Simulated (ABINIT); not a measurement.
Runs of ABINIT 10.8.3 (patched build) on Cd2S. The structure is trigonal, space group P3m1 (No. 156). The conventional cell has a = 3.963 Å, b = 3.963 Å, c = 5.809 Å, α = 90.00°, β = 90.00°, γ = 120.00°. Cd (site symmetry 3m) has 1 S at 2.52 Å as nearest neighbours. Around Cd (site symmetry 3m) lie 3 S at 2.60 Å. S (site symmetry 3m) is surrounded by 4 Cd at 2.52 to 2.60 Å. The cell comes from a database or a generator and needn't be the stable form of this composition.

```tsv
level	potentials or basis	cell	cutoff (eV)	fine-grid cutoff	gap on the mesh (eV)	pressure (GPa)	largest force (eV/Å)
PBE	PseudoDojo NC SR PBE v0.4.1 standard	as given	1252	-	0.09	-	(b)
LDA	PseudoDojo NC SR LDA v0.4.1 standard	as given	1252	-	0.08	-	0.17
PW91	Ansatz PAW PBE default generated set, frozen core	cell stretched	381	761.919 eV	none	-3.1	(c)
PBE	JTH PAW PBE v2.0	as given	599	1197.3 eV	0.10	-0.2	(a)
```

Alike in all rows: task single point; no spin polarisation; k mesh 6 × 6 × 4; smearing fermi-dirac 0.05 eV.

Task: Fill in the values left out.

Result: (a) 0.06; (b) 0.07; (c) 0.31.

Caveats: this build's PW91 may differ from other programs' (some runs); the PAW data sets were made with another functional, which shifts forces and pressure a little (some runs); the atomic spheres overlap (some runs).

A k mesh can miss the band edges, and the runs leave out spin-orbit coupling on Cd.

A gap of «none» marks a metal or a gap under the smearing width.

The runs don't all hold the same shells in valence.
